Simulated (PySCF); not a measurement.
# TbCl3(H2O): other functionals and bases at one geometry

One table from this session's results is given with a row withheld; the runs are named, their logs left out.

Computed with PySCF 2.14.0. Level: several levels, as the steps say, no spin–orbit coupling.

1 further run of the same task is left out (for a known fault of the program).

### Where the work starts

7 atoms, charge 0, spin multiplicity 1.

Bond lengths: Tb1–Cl2 2.503 Å, Tb1–Cl3 2.495 Å, Tb1–Cl4 2.503 Å, Tb1–O5 2.377 Å, O5–H6 0.967 Å, O5–H7 0.967 Å. Angles: Cl2–Tb1–Cl3 117.7°, Cl2–Tb1–Cl4 120.6°, Cl2–Tb1–O5 93.4°, Cl3–Tb1–Cl4 117.7°, Cl3–Tb1–O5 103.2°, Cl4–Tb1–O5 93.4°, Tb1–O5–H6 125.3°, Tb1–O5–H7 125.3°, H6–O5–H7 107.5°.

As a file:

```xyz
7
charge 0, multiplicity 1
Tb   -0.02955   -0.05001    0.05001
Cl    1.07478    1.88536    1.18941
Cl   -1.72683   -1.34271    1.34271
Cl    1.07478   -1.18941   -1.88536
O    -1.35465    1.34520   -1.34520
H    -1.56458    2.27239   -1.16979
H    -1.56458    1.16979   -2.27239
```

Formal oxidation states: Tb +3. Each metal's 8 4f electrons lie in its core potential, so multiplicities, spins and levels count the valence alone. An earlier session relaxed this geometry at PBE0, Tb lcecp-1-SVP with ECP54, Cl def2-SVP, O def2-SVP, H def2-SVP (singlet, point group Cs).

At PBE0 on the finer grid: E = -1492.798326 Eh, HOMO -8.43 eV, LUMO -1.44 eV, Mulliken charge on Tb1 +0.86 e, largest force component 0.018 eV/Å. 

Levels to run: HF; BP86; PBE0, TZVP. Hardware: 2 threads of Arm Neoverse V1, shared host.

Set-up of the first run:

File run.py (the lines that set the calculation):

```python
mol = gto.M(atom='''
Tb    -0.02955    -0.05001     0.05001
Cl     1.07478     1.88536     1.18941
Cl    -1.72683    -1.34271     1.34271
Cl     1.07478    -1.18941    -1.88536
O     -1.35465     1.34520    -1.34520
H     -1.56458     2.27239    -1.16979
H     -1.56458     1.16979    -2.27239''',
    basis={'Tb': 'lcecp-1-SVP', 'Cl': 'def2-SVP', 'O': 'def2-SVP', 'H': 'def2-SVP'},
    ecp={'Tb': 'lcecp-1-SVP'},
    charge=0, spin=0)
mf = scf.RHF(mol)
mf = mf.density_fit()  # fitting sets: Tb AutoAux, Cl def2-universal-JKFIT, O def2-universal-JKFIT, H def2-universal-JKFIT
mf.conv_tol = 1e-08; mf.max_cycle = 55
mf.kernel(dm0)  # dm0: the density of the relaxed state
```

Started as:

```sh
OMP_NUM_THREADS=2 python run.py
```

Steps of the session up to this table: HF; BP86; PBE0, TZVP.

One of the session's tables, all rows but one given; the rest of the session is left out.

| level | HOMO (eV) | gap (eV) | charge on Tb1 (e) | dipole (D) | largest force component (eV/Å) |
| --- | --- | --- | --- | --- | --- |
| PBE0 (relaxed here) | -8.43 | 6.99 | 0.86 | 5.83 | 0.02 |
| HF | -11.66 | 12.60 | 1.27 | 6.03 | 0.88 |
| BP86 | ? | ? | ? | ? | ? |
| PBE0, TZVP | -8.56 | 6.94 | 1.39 | 5.75 | 0.24 |

Estimate the missing values for BP86.

The run gave: HOMO (eV): -7.11; gap (eV): 4.97; charge on Tb1 (e): 0.68; dipole (D): 5.75; largest force component (eV/Å): 0.52. In the column «HOMO (eV)» it is the highest.

In one basis the HOMO–LUMO gap runs from 4.97 eV (BP86) to 12.60 eV (HF). The largest leftover force, 0.88 eV/Å with HF, stands at a geometry relaxed at another level. With 4f in the core, its levels are missing from HOMO and gap, and its count is fixed, so no charge can pass from the ligands into it. Total energies of different levels can't be compared.
